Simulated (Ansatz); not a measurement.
# RuH₂ (quintet): wave-function methods side by side, def2-SVP

An exercise on one series of results from a longer session: the logs are not shown, and one member is left open.

Computed with Ansatz 0.2.0, Gaussian basis. Level: def2-SVP, core rule «outside noble gas», up to 4 orbitals frozen.

Plan: UHF; CCSD(T) on ROHF; CCSD(T) on UHF; CISD; CCSDT(Q) on ROHF; CCSDT(Q) on UHF; CASSCF and MRCISD+Q, 10 electrons in 8 orbitals; CASSCF and NEVPT2, 10 electrons in 8 orbitals.

22 further runs of the same task are left out: 8 that didn't finish, 14 set aside as unsound or not needed.

## What is computed

The geometry is a PBE0/def2-TZVP stationary point (not a proven minimum) of the parent state, kept for this charge and spin. No spin-orbit coupling is included. Elements past krypton take def2 core potentials.

3 atoms, charge 0, spin multiplicity 5.

Atoms are counted from 1 here; the program's logs count them from 0.

Bond lengths: Ru1–H2 1.559 Å, Ru1–H3 1.559 Å. Angles: H2–Ru1–H3 75.0°.

The first run:

in.yaml reads:

```yaml
crystal:
  periodic: [false, false, false]
  atoms:
    - {symbol: Ru, position_ang: [0.000000, 0.000000, -0.024187]}
    - {symbol: H, position_ang: [0.000000, 0.949682, 1.212659]}
    - {symbol: H, position_ang: [0.000000, -0.949682, 1.212659]}
basis:
  gaussian: {orbitals: def2-SVP}
magnetization: {spin_polarized: true, initial_magnetization: 4}
hamiltonian: {xc: hf}
output: {orbitals: {seedname: orbitals}}
```

Command:

```bash
$ ansatz run in.yaml --threads 1 --pin off --events-out ev --progress --plain --max-ram 2393MiB
```

Among the steps run: UHF; CCSD(T) on ROHF; CCSD(T) on UHF; CISD; CCSDT(Q) on ROHF; CCSDT(Q) on UHF; CASSCF and MRCISD+Q, 10 electrons in 8 orbitals; CASSCF and NEVPT2, 10 electrons in 8 orbitals.

One of the session's tables, all rows but one given; the rest of the session is left out.

It belongs to the step «Misses and costs». 

| method | from RCCSDT(Q) (kcal/mol) |
| --- | --- |
| ROHF | +128.96 |
| UHF | +122.64 |
| RMP2 | +16.23 |
| UMP2 | +15.63 |
| CISD | +12.69 |
| RCCSD | +5.51 |
| UCCSD | +3.92 |
| RCCSD(T) | +2.01 |
| UCCSD(T) | +0.51 |
| RCCSDT | +0.43 |
| UCCSDT | -0.65 |
| RCCSDT(Q) | 0 |
| UCCSDT(Q) | -0.97 |
| CASSCF valence | +109.55 |
| NEVPT2 valence | +22.92 |
| MRCISD valence | ? |
| MRCISD+Q valence | +4.71 |

Estimate the missing values for MRCISD valence.

As computed: from RCCSDT(Q) (kcal/mol): +11.08. In the column «from RCCSDT(Q) (kcal/mol)» it lies between RCCSD (+5.51) and CISD (+12.69).

Limits of these values: Restricted and unrestricted rows rest on different reference determinants; where their highest levels disagree by more than a few hundredths of an eV, they describe different states and don't form one ladder.
